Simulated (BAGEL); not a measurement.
# SiNH3OF2 (SMILES N[Si](O)(F)F) at HF/3-21G (density fitting with qzvpp-jkfit)

Aim: the vertical singlet–triplet gap of SiNH3OF2 at HF/3-21G (density fitting with qzvpp-jkfit), from 2 runs. 

The calculation is run with BAGEL 1.2.2.

4 further runs of the same task are left out: 4 set aside as unsound or not needed. Runs told in other sessions of the task aren't counted.

### 1 The molecule

SiNH3OF2 has 8 atoms, charge 0, and is taken as a singlet. SMILES: `N[Si](O)(F)F`. The coordinates come from a PBE0-D4/def2-TZVP relaxation. This is one conformer, not always the lowest.

Bond lengths: N1–Si2 1.686 Å, Si2–O3 1.619 Å, Si2–F4 1.581 Å, Si2–F5 1.584 Å, N1–H6 1.006 Å, N1–H7 1.006 Å, O3–H8 0.958 Å. Angles: N1–Si2–O3 112.4°, N1–Si2–F4 115.5°, N1–Si2–F5 106.2°, O3–Si2–F4 104.1°, O3–Si2–F5 112.9°, F4–Si2–F5 105.9°, Si2–N1–H6 121.2°, Si2–N1–H7 120.5°, Si2–O3–H8 117.2°, H6–N1–H7 111.9°.

### 2 A single-point energy at HF/3-21G (density fitting with qzvpp-jkfit)

calc.json reads:

```json
{ "bagel": [

{
  "title": "molecule",
  "basis": "3-21g",
  "df_basis": "qzvpp-jkfit",
  "angstrom": true,
  "geometry": [
    { "atom": "N", "xyz": [      -0.442300,       1.046800,       0.335400 ] },
    { "atom": "Si", "xyz": [       0.149700,      -0.326200,      -0.442800 ] },
    { "atom": "O", "xyz": [       0.387300,      -1.558900,       0.578900 ] },
    { "atom": "F", "xyz": [      -0.787600,      -0.930400,      -1.563300 ] },
    { "atom": "F", "xyz": [       1.475500,       0.124100,      -1.183100 ] },
    { "atom": "H", "xyz": [      -1.266000,       1.005400,       0.911900 ] },
    { "atom": "H", "xyz": [      -0.311700,       1.959400,      -0.068300 ] },
    { "atom": "H", "xyz": [       0.887300,      -1.377200,       1.375500 ] }
  ]
},

{
  "title": "hf"
},

{
  "title": "print",
  "file": "orbitals.molden",
  "orbitals": true
}

]}
```

Launch:

```
$ BAGEL_NUM_THREADS=1 BAGEL calc.json > calc.out
```

The log of the run:

```text
* using 1 threads per process

  ===============================================================
  ===============================================================

  *** Geometry ***

  { "atom" : "N", "xyz" : [     -0.835826,      1.978165,      0.633814 ] },
  { "atom" : "Si", "xyz" : [      0.282892,     -0.616429,     -0.836771 ] },
  { "atom" : "O", "xyz" : [      0.731891,     -2.945894,      1.093962 ] },
  { "atom" : "F", "xyz" : [     -1.488348,     -1.758201,     -2.954209 ] },
  { "atom" : "F", "xyz" : [      2.788291,      0.234515,     -2.235735 ] },
  { "atom" : "H", "xyz" : [     -2.392393,      1.899931,      1.723241 ] },
  { "atom" : "H", "xyz" : [     -0.589028,      3.702729,     -0.129068 ] },
  { "atom" : "H", "xyz" : [      1.676754,     -2.602531,      2.599318 ] },

  Number of auxiliary basis functions:      490

  Since a DF basis is specified, we compute 2- and 3-index integrals:
    o Being stored without compression. Storage requirement is 0.012 GB

  Number of basis functions:       55
  Number of electrons      :       50

    * METHOD: MOLECULE                             0.15

  *** RHF ***

  === Nuclear Repulsion ===
   268.3694241943

      * DIIS with orbital gradients will be used.

  === RHF iteration (3-21g) ===
      0       -615.53872067          0.03240124           0.04
      1       -615.71935873          0.01613992           0.03
      2       -615.77102971          0.00095042           0.03
      3       -615.77142155          0.00032742           0.04
      4       -615.77145056          0.00007956           0.04
      5       -615.77145413          0.00001362           0.04
      6       -615.77145427          0.00000402           0.03
      7       -615.77145428          0.00000164           0.03
      8       -615.77145428          0.00000034           0.03
      9       -615.77145428          0.00000014           0.03
     10       -615.77145428          0.00000004           0.03
     11       -615.77145428          0.00000001           0.04
    * SCF iteration converged.

    * Permanent dipole moment:
           (    0.261702,    -1.034348,    -1.178552) a.u.

    * METHOD: HF                                   0.52

    * METHOD: PRINT                                0.01

  ===============================================================
```

Run time: 0.86 s. Hardware: 1 thread of AMD EPYC 9B14 (Zen 4), shared host.

### 3 The triplet at the same level

hf.json reads:

```json
{ "bagel" : [

{
  "title" : "molecule",
  "basis" : "3-21g",
  "df_basis" : "qzvpp-jkfit",
  "angstrom" : "true",
  "geometry" : [
    { "atom" : "N", "xyz" : [      -0.442300,       1.046800,       0.335400 ] },
    { "atom" : "Si", "xyz" : [       0.149700,      -0.326200,      -0.442800 ] },
    { "atom" : "O", "xyz" : [       0.387300,      -1.558900,       0.578900 ] },
    { "atom" : "F", "xyz" : [      -0.787600,      -0.930400,      -1.563300 ] },
    { "atom" : "F", "xyz" : [       1.475500,       0.124100,      -1.183100 ] },
    { "atom" : "H", "xyz" : [      -1.266000,       1.005400,       0.911900 ] },
    { "atom" : "H", "xyz" : [      -0.311700,       1.959400,      -0.068300 ] },
    { "atom" : "H", "xyz" : [       0.887300,      -1.377200,       1.375500 ] }
  ]
},

{
  "title" : "uhf",
  "nopen" : 2
},

{
  "title" : "print",
  "file" : "orbitals.molden",
  "orbitals" : "true"
}

]}
```

Launch:

```
$ BAGEL_NUM_THREADS=1 BAGEL hf.json > hf.out
```

The log of the run:

```text
* using 1 threads per process

  ===============================================================
  ===============================================================

  *** Geometry ***

  { "atom" : "N", "xyz" : [     -0.835826,      1.978165,      0.633814 ] },
  { "atom" : "Si", "xyz" : [      0.282892,     -0.616429,     -0.836771 ] },
  { "atom" : "O", "xyz" : [      0.731891,     -2.945894,      1.093962 ] },
  { "atom" : "F", "xyz" : [     -1.488348,     -1.758201,     -2.954209 ] },
  { "atom" : "F", "xyz" : [      2.788291,      0.234515,     -2.235735 ] },
  { "atom" : "H", "xyz" : [     -2.392393,      1.899931,      1.723241 ] },
  { "atom" : "H", "xyz" : [     -0.589028,      3.702729,     -0.129068 ] },
  { "atom" : "H", "xyz" : [      1.676754,     -2.602531,      2.599318 ] },

  Number of auxiliary basis functions:      490

  Since a DF basis is specified, we compute 2- and 3-index integrals:
    o Being stored without compression. Storage requirement is 0.012 GB

  Number of basis functions:       55
  Number of electrons      :       50

    * METHOD: MOLECULE                             0.15

  *** Open-shell HF ***

  === Nuclear Repulsion ===
   268.3694241943

      * DIIS with orbital gradients will be used.

  === UHF iteration (3-21g) ===
      0       -615.20931616          0.06170852           0.08
      1       -615.40220425          0.03801641           0.07
      2       -615.45904022          0.02180436           0.07
      3       -615.48540118          0.00148286           0.07
      4       -615.48757454          0.00088560           0.07
      5       -615.48854456          0.00048730           0.07
      6       -615.48900800          0.00020801           0.07
      7       -615.48911266          0.00009336           0.07
      8       -615.48912664          0.00003450           0.07
      9       -615.48912921          0.00001812           0.07
     10       -615.48912984          0.00001212           0.07
     11       -615.48913010          0.00000911           0.07
     12       -615.48913032          0.00000630           0.07
     13       -615.48913045          0.00000349           0.07
     14       -615.48913049          0.00000175           0.07
     15       -615.48913050          0.00000091           0.07
     16       -615.48913050          0.00000039           0.07
     17       -615.48913050          0.00000020           0.07
     18       -615.48913050          0.00000011           0.07
     19       -615.48913050          0.00000008           0.07
     20       -615.48913050          0.00000005           0.07
     21       -615.48913050          0.00000004           0.07
     22       -615.48913050          0.00000002           0.07
     23       -615.48913050          0.00000001           0.07
     24       -615.48913050          0.00000001           0.07
    * SCF iteration converged.

    * S^2 (UHF) is 2.0040

    * Permanent dipole moment:
           (   -0.130568,    -0.897862,    -1.233005) a.u.

    * METHOD: UHF                                  1.86

    * METHOD: PRINT                                0.01

  ===============================================================
```

It took 2.2 s on 1 thread of AMD EPYC 9B14 (Zen 4), shared host.

### 4 Outcome

At HF/3-21G (density fitting with qzvpp-jkfit):

| quantity | value |
| --- | --- |
| singlet: total energy | -615.77145 Eh |
| singlet: dipole moment | 4.04 D |
| singlet: HOMO energy | -12.18 eV |
| singlet: LUMO energy | 5.53 eV |
| singlet: HOMO–LUMO gap | 17.71 eV |
| triplet: total energy | -615.48913 Eh |
| triplet: dipole moment | 3.89 D |
| triplet: ⟨S²⟩ | 2.004 |
| vertical energy of the triplet above the singlet | 7.682 eV |

In words: At this shape the triplet lies 7.68 eV (741 kJ/mol) above the singlet.
